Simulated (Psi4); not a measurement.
**PBE/def2-QZVP (density fitting, core potential, sweep point 5) run of SnSe (SMILES [Se][Sn])**

Aim: a geometry optimisation of SnSe. 

The calculation is run with Psi4 1.11.

### 1 The system as given

The species is SnSe (2 atoms), meant as a singlet with charge 0. SMILES: `[Se][Sn]`. Geometry: relaxed at PBE0-D4/def2-TZVP. The run starts from this shape.

Bond lengths: Se1–Sn2 2.325 Å.

### 2 A structure relaxation at PBE/def2-QZVP (density fitting, core potential, sweep point 5)

input.inp

```
memory 1.6 GB

molecule {
  Se     0.00000000     0.00000000     0.01233991
  Sn     0.00000000     0.00000000     4.40648227
  units bohr
  symmetry c1
}

set {
  basis def2-QZVP
  puream true
  scf_type df
  dft_radial_points 99
  dft_spherical_points 590
  g_convergence gau_tight
  geom_maxiter 50
}

energy_value = opt("pbe")
```

Launch:

```bash
$ psi4 input.inp input.out -n 1
```

Q: Predict the results. Wanted: total energy at the end; dipole moment; HOMO energy; LUMO energy; HOMO–LUMO gap; bond length.

**Answer.** As computed:

Level: PBE/def2-QZVP (density fitting, core potential, sweep point 5).

```
               quantity           value
total energy at the end  -2615.61006 Eh
          dipole moment          2.89 D
            HOMO energy        -6.10 eV
            LUMO energy        -3.25 eV
          HOMO–LUMO gap         2.85 eV
            bond length         2.354 Å
```

What this shows: At the final geometry: Bond lengths: Se1–Sn2 2.354 Å. The optimisation took 5 steps and changed the energy by -0.008 eV.
